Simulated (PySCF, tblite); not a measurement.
**C4H8O4: a rotation path, then NMR shifts on frames**

Aim: move C4H8O4 (`CO[C@@H](CO)OC=O`) away from its starting geometry and see how NMR shifts follow the geometry.

Computed with tblite 0.8.0 and PySCF 2.14.0, with density-fitted response routines of our own, on a single molecule in the gas phase. Atoms are numbered from 0 throughout.

**1. The molecule as given**

16 atoms, charge 0, multiplicity 1; geometry from: GFN2-xTB.

Bonds of the start (Å): C0–O1 1.42, O1–C2 1.38, C2–C3 1.54, C3–O4 1.40, C2–O5 1.44, O5–C6 1.32, C6–O7 1.19, C0–H8 1.09, C0–H9 1.10, C0–H10 1.09, C2–H11 1.11, C3–H12 1.09, C3–H13 1.10, O4–H14 0.97, C6–H15 1.10.

**2. A band between two rotamers with GFN2-xTB**

Job settings and geometry (Å):

```
{"job": {"kind": "neb", "xc": "GFN2-xTB", "basis": "xTB", "atoms": [3, 2, 1, 0], "turn": 120}, "charge": 0, "multiplicity": 1}
C     -0.402087    -2.154421     0.502647
O     -0.635587    -0.797779     0.833094
C     -0.267614     0.105915    -0.143382
C     -0.769078     1.492875     0.289012
O     -0.241417     1.874292     1.522911
O      1.168002     0.099450    -0.258205
C      1.687712     0.614504    -1.356179
O      1.089655     1.071559    -2.284174
H     -0.780587    -2.735195     1.340135
H     -0.939796    -2.426954    -0.411766
H      0.664744    -2.350021     0.369695
H     -0.684640    -0.154476    -1.133005
H     -0.457172     2.240124    -0.443408
H     -1.867655     1.447319     0.316446
H     -0.358341     1.137152     2.135912
H      2.786262     0.544601    -1.291141
```

Level: GFN2-xTB climbing-image nudged elastic band, gas phase.

Launch:

```console
$ OMP_NUM_THREADS=1 python probes_run.py task.json out
```

One launch serves the whole session: the jobs run in the order shown.

The program printed:

```text
image   E - E0 / eV
  0       0.0000
  1       0.0140
  2       0.0578
  3       0.1227
  4       0.1755
  5       0.1849
  6       0.1919
  7       0.1958
  8       0.1350
```

Run time: 4.4 s. Hardware: 1 thread of Intel Xeon at 2.80GHz, shared host; peak memory 0.19 GiB.

The final band, with the dihedral C3–C2–O1–C0:

```tsv
image	dihedral (°)	energy (eV)	energy (kcal/mol)
0	172	0.000	0.0
1	184	0.014	0.3
2	197	0.058	1.3
3	214	0.123	2.8
4	234	0.175	4.0
5	255	0.185	4.3
6	270	0.192	4.4
7	280	0.196	4.5
8	301	0.135	3.1
```

**3. NMR shieldings: image 0, PBE0/pcSseg-1**

Job settings and geometry (Å):

```
{"job": {"kind": "nmr", "xc": "PBE0", "basis": "pcSseg-1", "pop": false}, "charge": 0, "multiplicity": 1}
C     -0.402100    -2.154400     0.502600
O     -0.635600    -0.797800     0.833100
C     -0.267600     0.105900    -0.143400
C     -0.769100     1.492900     0.289000
O     -0.241400     1.874300     1.522900
O      1.168000     0.099400    -0.258200
C      1.687700     0.614500    -1.356200
O      1.089700     1.071600    -2.284200
H     -0.780600    -2.735200     1.340100
H     -0.939800    -2.427000    -0.411800
H      0.664700    -2.350000     0.369700
H     -0.684600    -0.154500    -1.133000
H     -0.457200     2.240100    -0.443400
H     -1.867700     1.447300     0.316400
H     -0.358300     1.137200     2.135900
H      2.786300     0.544600    -1.291100
```

With the program's defaults for keys left out, this is: GIAO PBE0/pcSseg-1 NMR shielding, non-relativistic, gas phase.

The program printed:

```text
coarse grid: 13648 points
cycle   1  E = -457.2598081572  dE =  1.352e+00  |g| = 1.117e+00  |ddm| = 3.404e+00
cycle   2  E = -456.8548495418  dE =  4.050e-01  |g| = 1.860e+00  |ddm| = 1.831e+00
cycle   3  E = -457.4660032647  dE = -6.112e-01  |g| = 3.066e-01  |ddm| = 1.283e+00
cycle   4  E = -457.4816241181  dE = -1.562e-02  |g| = 1.044e-01  |ddm| = 2.362e-01
cycle   5  E = -457.4834369718  dE = -1.813e-03  |g| = 1.472e-02  |ddm| = 5.875e-02
cycle   6  E = -457.4834770322  dE = -4.006e-05  |g| = 5.846e-03  |ddm| = 1.263e-02
cycle   7  E = -457.4834834397  dE = -6.407e-06  |g| = 1.499e-03  |ddm| = 4.141e-03
final grid: 132640 points
cycle   8  E = -457.5727501266  dE = -2.559e-05  |g| = 1.589e-02  |ddm| = 2.448e-02
cycle   9  E = -457.5726978468  dE =  5.228e-05  |g| = 2.358e-02  |ddm| = 2.007e-02
cycle  10  E = -457.5727928805  dE = -9.503e-05  |g| = 2.394e-03  |ddm| = 1.256e-02
cycle  11  E = -457.5727939101  dE = -1.030e-06  |g| = 4.936e-04  |ddm| = 1.516e-03
cycle  12  E = -457.5727939507  dE = -4.060e-08  |g| = 1.589e-04  |ddm| = 4.256e-04
cycle  13  E = -457.5727939561  dE = -5.410e-09  |g| = 1.968e-05  |ddm| = 1.183e-04
cycle  14  E = -457.5727939562  dE = -6.276e-11  |g| = 1.045e-05  |ddm| = 2.198e-05
converged SCF energy = -457.5727939562

GIAO shielding tensors (ppm)
atom      isotropic    diamagn.    paramagn.     s11        s22        s33       span
  0 C      128.106     245.279    -117.174     93.119    107.096    184.102     90.983
  1 O      287.172     398.579    -111.407    237.964    290.769    332.784     94.820
  2 C       82.648     246.846    -164.198     61.196     80.771    105.976     44.780
  3 C      118.547     244.261    -125.714     99.471    112.028    144.141     44.670
  4 O      328.701     388.585     -59.883    292.387    316.863    376.853     84.466
  5 O       94.950     403.445    -308.494    -65.483    158.581    191.752    257.235
  6 C       21.723     246.716    -224.993    -79.911     68.749     76.330    156.241
  7 O     -113.367     402.501    -515.868   -402.481   -237.122    299.502    701.983
  8 H       27.771      28.652      -0.881     23.715     25.488     34.111     10.396
  9 H       28.367      29.691      -1.324     24.835     25.829     34.436      9.601
 10 H       27.752      30.196      -2.444     23.278     26.342     33.636     10.358
 11 H       26.037      33.923      -7.886     23.029     26.909     28.172      5.143
 12 H       27.412      29.738      -2.325     23.495     27.384     31.358      7.864
 13 H       27.632      29.777      -2.145     23.387     26.848     32.661      9.274
 14 H       30.438      33.005      -2.567     19.949     29.935     41.430     21.481
 15 H       23.577      26.648      -3.071     19.146     23.518     28.067      8.921
```

Run time: 22 s. Hardware: 1 thread of Intel Xeon at 2.80GHz, shared host; peak memory 0.8 GiB.

The references, computed at this level on geometries of the same kind, shield at (ppm): 1H TMS 31.72, 13C TMS 186.9, 17O H2O 336.1. Their shielding less the atom's gives the shift. The references are single molecules in the gas phase, so shifts against H2O, NH3, PH3, H3PO4 or CFCl3 are not on the usual liquid scales and can be off by tens of ppm. Each atom is listed at this fixed geometry, with no averaging over motion; a spectrum would average atoms that exchange fast.

```tsv
atoms	environment	σ (ppm)	δ (ppm)
C6	ester carbonyl carbon	21.7	165.2
C2	sp3 carbon bearing two oxygens	82.6	104.3
C3	sp3 CH2 bonded to O	118.5	68.4
C0	methyl carbon bonded to O	128.1	58.8
H15	hydrogen on an ester carbonyl carbon	23.58	8.14
H11	hydrogen on an sp3 carbon bearing two oxygens	26.04	5.68
H12	hydrogen on an sp3 CH2 bonded to O	27.41	4.30
H13	hydrogen on an sp3 CH2 bonded to O	27.63	4.09
H10	hydrogen on a methyl carbon bonded to O	27.75	3.97
H8	hydrogen on a methyl carbon bonded to O	27.77	3.95
H9	hydrogen on a methyl carbon bonded to O	28.37	3.35
H14	hydrogen on an alcohol oxygen	30.44	1.28
O7	ester carbonyl oxygen	-113.4	449.4
O5	ester alkoxy oxygen	95.0	241.1
O1	ether oxygen	287.2	48.9
O4	alcohol oxygen	328.7	7.4
```

**4. Nuclear shieldings: image 3, PBE0/pcSseg-1**

Job settings and geometry (Å):

```
{"job": {"kind": "nmr", "xc": "PBE0", "basis": "pcSseg-1", "pop": false}, "charge": 0, "multiplicity": 1}
C     -0.277000    -2.051900     0.630600
O     -0.957200    -0.812700     0.547800
C     -0.427300     0.147800    -0.313700
C     -0.703500     1.513300     0.342800
O     -0.163400     1.555100     1.630000
O      0.976900    -0.060000    -0.468700
C      1.571200     0.530300    -1.491100
O      1.060200     1.234800    -2.308200
H     -0.938000    -2.702600     1.199400
H     -0.090200    -2.482500    -0.355500
H      0.672100    -1.934100     1.159900
H     -0.894000     0.099000    -1.314700
H     -0.235000     2.309600    -0.236800
H     -1.791900     1.661700     0.360800
H     -0.448200     0.750000     2.084800
H      2.637600     0.251200    -1.478900
```

Method: GIAO PBE0/pcSseg-1 NMR shielding, non-relativistic, gas phase.

The program printed:

```text
coarse grid: 13648 points
cycle   1  E = -457.2534349416  dE =  1.355e+00  |g| = 1.118e+00  |ddm| = 3.402e+00
cycle   2  E = -456.8382797940  dE =  4.152e-01  |g| = 1.873e+00  |ddm| = 1.818e+00
cycle   3  E = -457.4592872078  dE = -6.210e-01  |g| = 3.154e-01  |ddm| = 1.281e+00
cycle   4  E = -457.4759219790  dE = -1.663e-02  |g| = 1.025e-01  |ddm| = 2.368e-01
cycle   5  E = -457.4776608432  dE = -1.739e-03  |g| = 1.502e-02  |ddm| = 5.781e-02
cycle   6  E = -457.4777013924  dE = -4.055e-05  |g| = 6.153e-03  |ddm| = 1.268e-02
cycle   7  E = -457.4777083664  dE = -6.974e-06  |g| = 1.572e-03  |ddm| = 4.221e-03
final grid: 132640 points
cycle   8  E = -457.5666977881  dE = -2.508e-05  |g| = 1.582e-02  |ddm| = 2.470e-02
cycle   9  E = -457.5666434597  dE =  5.433e-05  |g| = 2.375e-02  |ddm| = 2.003e-02
cycle  10  E = -457.5667396485  dE = -9.619e-05  |g| = 2.720e-03  |ddm| = 1.274e-02
cycle  11  E = -457.5667409752  dE = -1.327e-06  |g| = 4.541e-04  |ddm| = 1.647e-03
cycle  12  E = -457.5667410096  dE = -3.444e-08  |g| = 1.498e-04  |ddm| = 4.033e-04
cycle  13  E = -457.5667410145  dE = -4.925e-09  |g| = 1.878e-05  |ddm| = 1.156e-04
cycle  14  E = -457.5667410146  dE = -5.969e-11  |g| = 1.023e-05  |ddm| = 1.970e-05
converged SCF energy = -457.5667410146

GIAO shielding tensors (ppm)
atom      isotropic    diamagn.    paramagn.     s11        s22        s33       span
  0 C      130.878     245.139    -114.261    102.940    109.924    179.771     76.831
  1 O      307.439     398.210     -90.771    243.999    297.432    380.886    136.887
  2 C       85.762     244.322    -158.560     63.959     85.899    107.428     43.469
  3 C      119.132     245.456    -126.324     99.997    112.563    144.836     44.839
  4 O      332.278     389.744     -57.466    292.151    325.294    379.390     87.239
  5 O      103.221     404.213    -300.992    -69.926    171.003    208.584    278.510
  6 C       23.039     246.384    -223.345    -80.177     73.385     75.909    156.086
  7 O     -115.489     401.933    -517.422   -407.446   -240.425    301.403    708.849
  8 H       27.874      28.583      -0.708     23.856     25.650     34.117     10.261
  9 H       28.268      29.917      -1.649     24.683     25.552     34.569      9.885
 10 H       27.823      30.525      -2.702     23.706     25.768     33.995     10.289
 11 H       25.672      32.453      -6.781     21.758     26.569     28.689      6.931
 12 H       27.538      30.121      -2.583     23.629     27.415     31.569      7.940
 13 H       27.761      29.792      -2.031     23.400     26.552     33.332      9.932
 14 H       30.069      33.320      -3.252     19.318     29.710     41.178     21.860
 15 H       23.620      26.865      -3.245     19.065     23.738     28.056      8.991
```

It took 23 s on 1 thread of Intel Xeon at 2.80GHz, shared host; peak memory 0.83 GiB.

This run: δ C6 163.9, C2 101.2, C3 67.8, C0 56.0, H15 8.10, H11 6.04 ppm.

**5. Shielding tensors: image 7, PBE0/pcSseg-1**

Job settings and geometry (Å):

```
{"job": {"kind": "nmr", "xc": "PBE0", "basis": "pcSseg-1", "pop": false}, "charge": 0, "multiplicity": 1}
C     -0.403100    -1.888000     0.834500
O     -1.080900    -1.080000    -0.116200
C     -0.449500     0.080800    -0.539600
C     -0.558300     1.295700     0.415300
O      0.177700     1.189600     1.601800
O      0.923800    -0.195600    -0.838300
C      1.523900     0.597000    -1.707100
O      1.042500     1.529000    -2.277900
H     -0.997400    -2.796900     0.905700
H      0.604900    -2.130000     0.495600
H     -0.347200    -1.419800     1.820600
H     -0.962600     0.365400    -1.471600
H     -0.152500     2.162200    -0.113100
H     -1.625200     1.462700     0.608000
H     -0.267400     0.584000     2.204200
H      2.563600     0.252900    -1.833100
```

Level: GIAO PBE0/pcSseg-1 NMR shielding, non-relativistic, gas phase.

The program printed:

```text
coarse grid: 13648 points
cycle   1  E = -457.2463840333  dE =  1.343e+00  |g| = 1.122e+00  |ddm| = 3.402e+00
cycle   2  E = -456.8300028590  dE =  4.164e-01  |g| = 1.879e+00  |ddm| = 1.823e+00
cycle   3  E = -457.4541406700  dE = -6.241e-01  |g| = 3.139e-01  |ddm| = 1.278e+00
cycle   4  E = -457.4705563628  dE = -1.642e-02  |g| = 1.058e-01  |ddm| = 2.382e-01
cycle   5  E = -457.4724073703  dE = -1.851e-03  |g| = 1.538e-02  |ddm| = 5.970e-02
cycle   6  E = -457.4724518094  dE = -4.444e-05  |g| = 5.857e-03  |ddm| = 1.351e-02
cycle   7  E = -457.4724583729  dE = -6.564e-06  |g| = 1.389e-03  |ddm| = 4.095e-03
final grid: 132640 points
cycle   8  E = -457.5624043327  dE = -3.006e-05  |g| = 1.587e-02  |ddm| = 2.495e-02
cycle   9  E = -457.5623487889  dE =  5.554e-05  |g| = 2.393e-02  |ddm| = 2.031e-02
cycle  10  E = -457.5624471889  dE = -9.840e-05  |g| = 2.517e-03  |ddm| = 1.280e-02
cycle  11  E = -457.5624483203  dE = -1.131e-06  |g| = 4.863e-04  |ddm| = 1.588e-03
cycle  12  E = -457.5624483583  dE = -3.800e-08  |g| = 1.711e-04  |ddm| = 4.143e-04
cycle  13  E = -457.5624483647  dE = -6.349e-09  |g| = 2.068e-05  |ddm| = 1.383e-04
cycle  14  E = -457.5624483647  dE = -8.424e-11  |g| = 7.380e-06  |ddm| = 2.188e-05
converged SCF energy = -457.5624483647

GIAO shielding tensors (ppm)
atom      isotropic    diamagn.    paramagn.     s11        s22        s33       span
  0 C      130.485     245.856    -115.371     98.699    112.681    180.077     81.378
  1 O      282.472     396.018    -113.546    213.699    288.285    345.431    131.732
  2 C       86.043     244.679    -158.637     60.577     93.567    103.984     43.407
  3 C      114.268     245.376    -131.108     88.968    109.774    144.063     55.095
  4 O      308.098     388.806     -80.708    257.915    296.785    369.593    111.678
  5 O      104.079     403.263    -299.184    -78.351    181.328    209.261    287.612
  6 C       23.132     245.782    -222.649    -80.132     71.670     77.859    157.991
  7 O     -110.068     402.012    -512.079   -395.543   -233.337    298.677    694.220
  8 H       27.908      28.708      -0.800     23.999     25.662     34.063     10.064
  9 H       27.276      30.395      -3.120     23.142     26.194     32.491      9.349
 10 H       28.259      31.573      -3.314     23.116     28.001     33.660     10.544
 11 H       25.909      32.003      -6.093     22.512     26.441     28.775      6.264
 12 H       27.186      30.553      -3.367     22.645     27.746     31.168      8.523
 13 H       27.448      30.253      -2.805     23.545     27.095     31.704      8.159
 14 H       31.408      32.681      -1.273     23.114     29.007     42.101     18.987
 15 H       23.546      26.443      -2.897     18.995     23.733     27.909      8.914
```

Run time: 22 s. Hardware: 1 thread of Intel Xeon at 2.80GHz, shared host; peak memory 0.83 GiB.

In short: δ C6 163.8, C2 100.9, C3 72.7, C0 56.4, H15 8.17, H11 5.81 ppm.

**6. Shielding tensors: image 8, PBE0/pcSseg-1**

Job settings and geometry (Å):

```
{"job": {"kind": "nmr", "xc": "PBE0", "basis": "pcSseg-1", "pop": false}, "charge": 0, "multiplicity": 1}
C     -0.594000    -1.786900     0.890700
O     -1.010800    -1.146000    -0.304200
C     -0.416400     0.066200    -0.598800
C     -0.602100     1.181500     0.460900
O      0.420600     1.237600     1.415200
O      0.990500    -0.135200    -0.821400
C      1.574600     0.650900    -1.709000
O      1.054700     1.507400    -2.356800
H     -1.014800    -2.788900     0.842600
H      0.495100    -1.854600     0.943800
H     -0.990600    -1.281100     1.777800
H     -0.877600     0.388700    -1.542100
H     -0.578500     2.148200    -0.045700
H     -1.590800     1.045400     0.921600
H      0.490300     0.394200     1.876800
H      2.642300     0.381700    -1.762800
```

Level: GIAO PBE0/pcSseg-1 NMR shielding, non-relativistic, gas phase.

The program printed:

```text
coarse grid: 13648 points
cycle   1  E = -457.2461957156  dE =  1.346e+00  |g| = 1.125e+00  |ddm| = 3.402e+00
cycle   2  E = -456.8250725771  dE =  4.211e-01  |g| = 1.887e+00  |ddm| = 1.817e+00
cycle   3  E = -457.4545238072  dE = -6.295e-01  |g| = 3.178e-01  |ddm| = 1.275e+00
cycle   4  E = -457.4714308718  dE = -1.691e-02  |g| = 1.040e-01  |ddm| = 2.392e-01
cycle   5  E = -457.4732179149  dE = -1.787e-03  |g| = 1.553e-02  |ddm| = 5.932e-02
cycle   6  E = -457.4732638764  dE = -4.596e-05  |g| = 5.856e-03  |ddm| = 1.387e-02
cycle   7  E = -457.4732702940  dE = -6.418e-06  |g| = 1.487e-03  |ddm| = 4.101e-03
final grid: 132640 points
cycle   8  E = -457.5637799258  dE = -4.404e-05  |g| = 1.628e-02  |ddm| = 3.227e-02
cycle   9  E = -457.5637228848  dE =  5.704e-05  |g| = 2.440e-02  |ddm| = 2.096e-02
cycle  10  E = -457.5638255704  dE = -1.027e-04  |g| = 2.493e-03  |ddm| = 1.298e-02
cycle  11  E = -457.5638266818  dE = -1.111e-06  |g| = 5.627e-04  |ddm| = 1.638e-03
cycle  12  E = -457.5638267324  dE = -5.055e-08  |g| = 1.897e-04  |ddm| = 4.573e-04
cycle  13  E = -457.5638267399  dE = -7.552e-09  |g| = 3.044e-05  |ddm| = 1.560e-04
cycle  14  E = -457.5638267401  dE = -1.852e-10  |g| = 7.992e-06  |ddm| = 2.943e-05
converged SCF energy = -457.5638267401

GIAO shielding tensors (ppm)
atom      isotropic    diamagn.    paramagn.     s11        s22        s33       span
  0 C      133.778     247.629    -113.852    105.639    112.602    183.092     77.453
  1 O      272.274     395.297    -123.023    190.787    300.301    325.733    134.946
  2 C       87.883     245.705    -157.822     59.276     96.421    107.951     48.675
  3 C      119.266     246.460    -127.193     92.297    113.095    152.407     60.110
  4 O      301.344     390.148     -88.803    240.088    299.984    363.961    123.872
  5 O      100.853     403.470    -302.617    -85.351    171.047    216.862    302.213
  6 C       23.901     245.687    -221.786    -79.140     71.778     79.064    158.205
  7 O     -101.799     401.971    -503.770   -378.046   -228.045    300.692    678.738
  8 H       27.850      28.715      -0.865     23.734     25.652     34.165     10.431
  9 H       27.848      31.210      -3.362     24.021     26.607     32.916      8.894
 10 H       28.248      30.850      -2.602     24.513     26.597     33.635      9.122
 11 H       25.539      32.181      -6.643     21.732     25.640     29.244      7.512
 12 H       27.432      30.271      -2.838     23.404     26.886     32.007      8.603
 13 H       27.355      30.585      -3.230     24.149     26.441     31.474      7.325
 14 H       31.475      33.871      -2.396     22.637     29.715     42.074     19.437
 15 H       23.592      26.364      -2.771     19.034     23.724     28.019      8.985
```

Run time: 23 s. Hardware: 1 thread of Intel Xeon at 2.80GHz, shared host; peak memory 0.83 GiB.

Key values: δ C6 163.0, C2 99.0, C3 67.7, C0 53.1, H15 8.12, H11 6.18 ppm.

**7. Side by side: NMR shifts**

Shifts (ppm) of some atoms, chosen among heavy atoms and hydrogens apart, with basis size and wall time:

```tsv
frame	C0	H9	H14	O7	O5	O1	O4	functions	time
image 0	58.8	3.35	1.28	449.4	241.1	48.9	7.4	176	22 s
image 3	56.0	3.45	1.65	451.6	232.9	28.6	3.8	176	23 s
image 7	56.4	4.44	0.31	446.1	232.0	53.6	28.0	176	22 s
image 8	53.1	3.87	0.24	437.9	235.2	63.8	34.7	176	23 s
```

**8. What came out**

```
                                       quantity                                               value
                                        barrier                  0.196 eV (4.5 kcal/mol) at image 7
                          end to end (GFN2-xTB)                                            0.135 eV
13C shifts against TMS (PBE0/pcSseg-1, image 0)                        165.2, 104.3, 68.4, 58.8 ppm
 1H shifts against TMS (PBE0/pcSseg-1, image 0)  8.14, 5.68, 4.30, 4.09, 3.97, 3.95, 3.35, 1.28 ppm
17O shifts against H2O (PBE0/pcSseg-1, image 0)                         449.4, 241.1, 48.9, 7.4 ppm
                       range of the shift of O1                                    28.6 to 63.8 ppm
```

Along the band the dihedral turns by 129°, and the top (dihedral 280°) lies 4.5 kcal/mol above the start (GFN2-xTB, rough), so at room temperature this motion is fast. The top was not checked by a frequency run. Shifts at one fixed geometry are not the observed spectrum, which averages over the motion. In the first frame run (image 0): The widest tensor belongs to O7: span 702 ppm, with a paramagnetic part of -516 ppm. In ppm, O1 moves most: its shift spreads over 35.2 ppm, from 28.6 (image 3) to 63.8 (image 8).
